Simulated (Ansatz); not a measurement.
# B2BrH3O: up Jacob's ladder to CCSD(T)

An exercise on one series of results from a longer session: the logs are not shown, and one member is left open.

Computed with Ansatz 0.2.0, Gaussian basis. Level: functionals in def2-TZVPP, the program's frozen cores in correlated methods.

The runs, in order: LDA (SPW92), PBE-D4, revPBE-D4, BLYP-D4, r2SCAN-D4, B97M-V, PBE0-D4, B3LYP-D4, r2SCANh-D4, r2SCAN0-D4, HSE06-D4, BHLYP-D4, CAM-B3LYP-D4, LC-ωPBE, ωB97X-V, ωB97M-V, B2PLYP, PBE-QIDH; CCSD(T)/def2-SVP; CCSD(T)/def2-TZVPP; MP2/def2-QZVPP; extrapolation to the limit; RPA on PBE.

**Structure used throughout**

The geometry comes from an earlier relaxation with PBE0-D4 in a triple-zeta def2 set; it is a stationary point, not always the lowest conformer.

SMILES `BB(O)Br`, 7 atoms, charge 0, spin multiplicity 1.

Atoms are counted from 1 here; the program's logs count them from 0.

Bond lengths: B1–B2 1.660 Å, B1–H5 1.196 Å, B1–H6 1.196 Å, B2–O3 1.338 Å, B2–Br4 1.968 Å, O3–H7 0.963 Å. Angles: B2–B1–H5 121.0°, B2–B1–H6 121.0°, H5–B1–H6 117.6°, B1–B2–O3 132.3°, B1–B2–Br4 107.5°, O3–B2–Br4 120.2°, B2–O3–H7 114.5°.

The first run:

in.yaml reads:

```yaml
crystal:
  periodic: [false, false, false]
  atoms:
    - {symbol: B, position_ang: [-0.628952, 1.053632, 0.116899]}
    - {symbol: B, position_ang: [0.218021, -0.370679, 0.011727]}
    - {symbol: O, position_ang: [0.619772, -1.249751, 0.936650]}
    - {symbol: Br, position_ang: [0.628380, -0.675262, -1.889202]}
    - {symbol: H, position_ang: [-1.818271, 1.074889, -0.010629]}
    - {symbol: H, position_ang: [-0.062167, 2.103615, 0.203248]}
    - {symbol: H, position_ang: [1.104516, -2.004444, 0.585507]}
basis:
  gaussian: {orbitals: def2-TZVPP}
hamiltonian: {xc: lda}
output: {orbitals: {seedname: orbitals}}
```

The run is started by

```console
$ ansatz run in.yaml --threads 2 --pin off --events-out ev --progress --plain --max-ram 4352MiB
```

Among the steps run: LDA; PBE-D4 (GGA); revPBE-D4 (GGA); BLYP-D4 (GGA); r2SCAN-D4 (meta-GGA); B97M-V (meta-GGA); PBE0-D4 (hybrid); B3LYP-D4 (hybrid); r2SCANh-D4 (hybrid); r2SCAN0-D4 (hybrid); HSE06-D4 (hybrid); BHLYP-D4 (hybrid); CAM-B3LYP-D4 (range-separated); LC-ωPBE (range-separated); ωB97X-V (range-separated); ωB97M-V (range-separated); B2PLYP (double hybrid); PBE-QIDH (double hybrid).

One table of the session follows, with a row left open; its other results are not shown here.

It belongs to the step «Frontier levels by functional». 

| functional | HOMO (eV) | LUMO (eV) | gap (eV) |
| --- | --- | --- | --- |
| LDA (SPW92) | -7.19 | -3.28 | 3.90 |
| PBE-D4 | -7.05 | -2.96 | 4.09 |
| revPBE-D4 | -7.00 | -2.84 | 4.16 |
| BLYP-D4 | -6.92 | -2.78 | 4.14 |
| r2SCAN-D4 | -7.33 | -2.60 | 4.73 |
| B97M-V | ? | ? | ? |
| PBE0-D4 | -8.29 | -1.97 | 6.32 |
| B3LYP-D4 | -8.07 | -2.17 | 5.90 |
| r2SCANh-D4 | -7.79 | -2.26 | 5.53 |
| r2SCAN0-D4 | -8.48 | -1.76 | 6.72 |
| HSE06-D4 | -7.89 | -2.35 | 5.54 |
| BHLYP-D4 | -9.42 | -0.90 | 8.52 |
| CAM-B3LYP-D4 | -9.63 | -0.86 | 8.77 |
| LC-ωPBE | -10.96 | 0.35 | 11.31 |
| ωB97X-V | -10.62 | 0.25 | 10.86 |
| ωB97M-V | -10.46 | -0.02 | 10.44 |

Estimate the missing values for B97M-V.

The run gave: HOMO (eV): -7.41; LUMO (eV): -2.70; gap (eV): 4.71. In the column «HOMO (eV)» it lies between r2SCANh-D4 (-7.79) and r2SCAN-D4 (-7.33).
